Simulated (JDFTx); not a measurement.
ReB2:

```
Re B
1.0
     2.90000    0.00000    0.00000
    -1.45000    2.51147    0.00000
     0.00000    0.00000    7.47800
Re B
2 4
Direct
  0.66667 0.33333 0.75000
  0.33333 0.66667 0.25000
  0.66667 0.33333 0.45200
  0.33333 0.66667 0.95200
  0.66667 0.33333 0.04800
  0.33333 0.66667 0.54800
```

| Item | Value |
| --- | --- |
| Program | JDFTx 1.7.0 (patched build) |
| Task | single point |
| Functional | PBEsol |
| Potentials or basis | PseudoDojo-SR-PBEsol-0.4.1-standard with smoothed tails |
| Cutoff | 1034 eV |
| Density cutoff | 8272 eV |
| k mesh | 11 × 11 × 4 |
| Occupations | fermi-dirac, width 0.05 eV |
| Spin | no spin polarisation |

On this cell: pressure -3.3 GPa; largest force 0.051 eV/Å; band gap on the k mesh none (metal or under the smearing width).

The same run follows on a disturbed copy (atoms moved at random, drawn with an rms of 0.05 Å):

```
CELL_PARAMETERS angstrom
2.90000 0.00000 0.00000
-1.45000 2.51147 0.00000
0.00000 0.00000 7.47800
ATOMIC_POSITIONS crystal
Re 0.67098 0.34108 0.74292
Re 0.33538 0.67578 0.24799
B 0.65387 0.33188 0.44355
B 0.32127 0.64946 0.95351
B 0.67135 0.32549 0.04955
B 0.31704 0.66197 0.54425
```

**Question.** What changes?

**Answer.** The energy (extrapolated to zero smearing) moves by +17.5 meV/atom; pressure -2.5 GPa; largest force 1.299 eV/Å; band gap on the k mesh none (metal or under the smearing width).

Forces on the atoms (eV/Å):
```
Re  -0.391 -0.647  1.056
Re  -0.040 -0.684 -0.220
B    0.172  0.206  0.728
B    0.347  0.568 -0.765
B   -0.454  0.204 -0.731
B    0.366  0.352 -0.068
```

Stress tensor (GPa, compression positive):
```
-2.03  0.94 -0.18
 0.94 -2.65 -0.41
-0.18 -0.41 -2.86
```

Caveats: the empty levels aren't tightly converged.
